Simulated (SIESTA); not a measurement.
## Ta2Si under changes of volume

One of the cells (16.362 Å³/atom); the others are scaled copies at fixed shape and fractional positions:

```
Ta Si
1.0
    -3.10821    3.10821    2.54035
     3.10821   -3.10821    2.54035
     3.10821    3.10821   -2.54035
Ta Si
4 2
Direct
  0.16359 0.66359 0.82719
  0.33641 0.16359 0.50000
  0.83641 0.33641 0.17281
  0.66359 0.83641 0.50000
  0.75000 0.75000 0.00000
  0.25000 0.25000 0.00000
```

The cell comes from a database or a generator and needn't be the stable form of this composition.

```yaml
Program: SIESTA 5.4.2
Functional: PBEsol
Potentials_or_basis: PseudoDojo 0.4 standard (PBEsol files)
Basis: DZP (energy shift 0.003 Ry; two zetas on semicore shells)
Grid_cutoff: 800 Ry
Energy_shift: 0.003 Ry
k_mesh: 7 × 7 × 7
Occupations: fermi-dirac, width 0.05 eV
Spin: no spin polarisation
```

```tsv
volume (Å³/atom)	energy over the lowest point (meV/atom)	pressure (GPa)	largest force (eV/Å)
15.078	28.81	12.9	0.322
15.399	8.96	7.1	0.259
15.720	0.00	2.0	0.212
16.362	?	?	?
16.682	28.44	-10.7	0.083
17.003	53.31	-14.0	0.052
```

**Question.** What does the run at 16.362 Å³/atom give?

**Answer.** Energy over the lowest point 10.65 meV/atom; pressure -6.9 GPa; largest force 0.114 eV/Å.

Worked out: A Birch-Murnaghan fit of order 3 (a polynomial in V^(-2/3)) to the other rows has its minimum at 15.85 Å³/atom with B0 = V·E''(V) = 232 GPa and B' = 4.3 at fixed shape and positions, which overstates the stiffness. It gives 10.75 meV/atom at 16.362 Å³/atom, against the run's 10.65, and -dE/dV = -6.9 GPa, against -6.9.

Energies are extrapolated to zero smearing.

Caveats: short orbitals over semicore shells can move pressures by several GPa; the basis of atomic orbitals isn't converged, which shifts pressures, moduli and gaps.
